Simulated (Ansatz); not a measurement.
# SnH₂ (triplet): wave-function methods side by side at scale of all distances = 1.136, def2-SVP

How much of the correlation energy of SnH₂ (triplet) does each wave-function method recover here?

Program: Ansatz 0.2.0, Gaussian basis. Level of theory: def2-SVP, core rule «outside noble gas», up to 9 orbitals frozen. These are calculated values, not measurements.

Plan: UHF; CCSD(T) on ROHF; CCSD(T) on UHF; BCCD(T) on ROHF; CISD; CCSDT(Q) on ROHF; CCSDT(Q) on UHF; CASSCF and MRCISD+Q, 4 electrons in 4 orbitals; CASSCF and NEVPT2, 4 electrons in 4 orbitals; CASSCF and MRCISD+Q, 6 electrons in 6 orbitals; CASSCF and NEVPT2, 6 electrons in 6 orbitals; Full CI.

15 further runs of the same task are left out: 7 that didn't finish, 8 set aside as unsound or not needed.

## Step 1: What is computed

The geometry derives from a PBE0/def2-TZVP stationary point (not a proven minimum). All distances are scaled together. No spin-orbit coupling is included. Elements past krypton take def2 core potentials.

3 atoms, charge 0, spin multiplicity 3.

Atoms are counted from 1 here; the program's logs count them from 0.

Bond lengths: Sn1–H2 1.948 Å, Sn1–H3 1.948 Å. Angles: H2–Sn1–H3 119.7°.

## Step 2: UHF

Contents of in.yaml:

```yaml
crystal:
  periodic: [false, false, false]
  atoms:
    - {symbol: Sn, position_ang: [0.000000, -0.016348, 0.000000]}
    - {symbol: H, position_ang: [0.000000, 0.962707, -1.684407]}
    - {symbol: H, position_ang: [0.000000, 0.962707, 1.684407]}
basis:
  gaussian: {orbitals: def2-SVP}
magnetization: {spin_polarized: true, initial_magnetization: 2}
hamiltonian: {xc: hf}
output: {orbitals: {seedname: orbitals}}
```

Launch:

```sh
ansatz run in.yaml --threads 1 --pin off --events-out ev --progress --plain --max-ram 2393MiB
```

After this run come: CCSD(T) on ROHF; CCSD(T) on UHF; BCCD(T) on ROHF; CISD; CCSDT(Q) on ROHF; CCSDT(Q) on UHF; CASSCF and MRCISD+Q, 4 electrons in 4 orbitals; CASSCF and NEVPT2, 4 electrons in 4 orbitals; CASSCF and MRCISD+Q, 6 electrons in 6 orbitals; CASSCF and NEVPT2, 6 electrons in 6 orbitals; Full CI.

Q: Predict the results of all the runs planned. Wanted: FCI below the RHF energy; RMP2 from FCI; UMP2 from FCI; RCCSD from FCI; RCCSD(T) from FCI; UCCSD(T) from FCI; RCCSDT(Q) from FCI; UCCSDT(Q) from FCI; NEVPT2 pair from FCI.

**Answer**, as computed:

| quantity | value |
| --- | --- |
| FCI below the RHF energy | -2.5421 eV |
| RMP2 from FCI | +724.2 meV |
| UMP2 from FCI | +716.4 meV |
| RCCSD from FCI | +87.7 meV |
| RCCSD(T) from FCI | +24.7 meV |
| UCCSD(T) from FCI | +8.6 meV |
| RCCSDT(Q) from FCI | -0.4 meV |
| UCCSDT(Q) from FCI | -17.1 meV |
| NEVPT2 pair from FCI | +601.2 meV |
| MRCISD+Q pair from FCI | -18.3 meV |
| NEVPT2 valence from FCI | +390.7 meV |
| levels within 1 kcal/mol (43 meV) | RCCSD(T), UCCSD(T), BCCD(T), RCCSDT, UCCSDT, RCCSDT(Q), UCCSDT(Q), MRCISD+Q pair, MRCISD+Q valence |
| T1 diagnostic | 0.025 |
| effectively unpaired electrons | 2.06 |

What this shows: RCCSD(T) lands +24.7 meV from the yardstick (1.0 % of the correlation energy). UCCSDT, UCCSDT(Q), MRCISD+Q pair fall below full CI: unrestricted runs freeze a spin-polarised core, another one than full CI's, and coupled cluster isn't variational. One determinant dominates. Of the multireference levels listed MRCISD+Q valence comes nearest in total energy (+3.8 meV), which doesn't show that its space is the better one. These misses are within one basis, not against nature; the frozen cores of restricted and unrestricted runs differ, which can shift their rows.
